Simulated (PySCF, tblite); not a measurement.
**C2H10GeN2Si: geometry, infrared bands and NMR shifts**

What infrared bands and NMR shifts should C2H10GeN2Si (`C=CN([SiH3])[NH][GeH3]`) show?

Programs: tblite 0.8.0 and PySCF 2.14.0, with density-fitted response routines of our own. Each step states its level of theory. These are calculated values for one molecule in the gas phase, unless marked as measured. Atoms are numbered from 0 throughout.

## (1) Starting geometry

16 atoms, charge 0, multiplicity 1; geometry from: force field or distance geometry start.

Bonds of the start (Å): C0–C1 1.35, C1–N2 1.41, N2–Si3 1.81, N2–N4 1.39, N4–Ge5 1.84, C0–H6 1.06, C0–H7 1.09, C1–H8 1.07, Si3–H9 1.49, Si3–H10 1.45, Si3–H11 1.47, N4–H12 1.02, Ge5–H13 1.54, Ge5–H14 1.54, Ge5–H15 1.55.

## (2) Geometry optimisation with GFN2-xTB

The job: settings as JSON, then the geometry in Å.

```
{"job": {"kind": "relax", "xc": "GFN2-xTB", "basis": "xTB"}, "charge": 0, "multiplicity": 1}
C      2.055300    -1.437400    -0.107800
C      1.318400    -0.570400     0.613300
N      0.319800     0.127000    -0.098600
Si     0.511200     1.921400    -0.201200
N     -0.749300    -0.551700    -0.679400
Ge    -2.322800    -0.549400     0.266400
H      2.820500    -1.992400     0.364700
H      1.833300    -1.536500    -1.171000
H      1.518100    -0.453900     1.660800
H      1.195100     2.302600     1.070700
H     -0.743000     2.629200    -0.319800
H      1.453000     2.227400    -1.292000
H     -0.852700    -0.412000    -1.688300
H     -3.234200     0.547000    -0.303900
H     -2.170100    -0.285000     1.776400
H     -2.960100    -1.956900     0.098200
```

Launch:

```console
$ OMP_NUM_THREADS=1 python probes_run.py task.json out
```

The driver reads the jobs from task.json and runs them one after another.

**Question.** This job is followed by: GFN2-xTB harmonic vibrations, gas phase; GIAO PBE0/pcSseg-1 NMR shielding, non-relativistic, gas phase. Predict these results of the whole session: strongest single infrared mode (GFN2-xTB); zero-point energy (GFN2-xTB); ¹³C shifts against TMS (PBE0/pcSseg-1); ¹H shifts against TMS (PBE0/pcSseg-1, means over atoms taken as alike); ¹⁵N shifts against NH3 (PBE0/pcSseg-1); ²⁹Si shifts against TMS (PBE0/pcSseg-1); ⁷³Ge shifts against GeMe4 (PBE0/pcSseg-1).

As calculated:

| quantity | value |
| --- | --- |
| strongest single infrared mode (GFN2-xTB) | 828 cm⁻¹, 494 km/mol |
| zero-point energy (GFN2-xTB) | 68.0 kcal/mol |
| ¹³C shifts against TMS (PBE0/pcSseg-1) | 142.8, 88.1 ppm |
| ¹H shifts against TMS (PBE0/pcSseg-1, means over atoms taken as alike) | 6.00, 4.80, 4.71, 4.43, 4.14, 2.27 ppm |
| ¹⁵N shifts against NH3 (PBE0/pcSseg-1) | 101.9, 63.2 ppm |
| ²⁹Si shifts against TMS (PBE0/pcSseg-1) | -50.4 ppm |
| ⁷³Ge shifts against GeMe4 (PBE0/pcSseg-1) | -184 ppm |

In words: The optimisation took 162 steps and gained 0.860 eV; among the close pairs (by a distance rule), N2–Si3 changed most, from 1.807 to 1.731 Å. All 42 modes are real, so the xTB geometry is a minimum. The strongest single mode, at 828 cm⁻¹, is carried by H11, H15, H10, H9. GFN2-xTB is a fitted tight-binding method: band positions and strengths are rough. Its intensities can rank the bands wrongly. The most deshielded carbon is C1 (alkene carbon bearing nitrogen), at 142.8 ppm: an sp2 carbon further deshielded by the attached heteroatom. H8 (hydrogen on an alkene carbon bearing nitrogen) lies farthest downfield among hydrogen, at 6.00 ppm; a vinylic proton, deshielded by the sp2 carbon and the C=C anisotropy. At PBE0/pcSseg-1: The widest tensor belongs to Ge5: span 252 ppm, with a paramagnetic part of -1242 ppm. Spin-orbit coupling is left out, which matters for shieldings and couplings at and beside the heavy atoms.
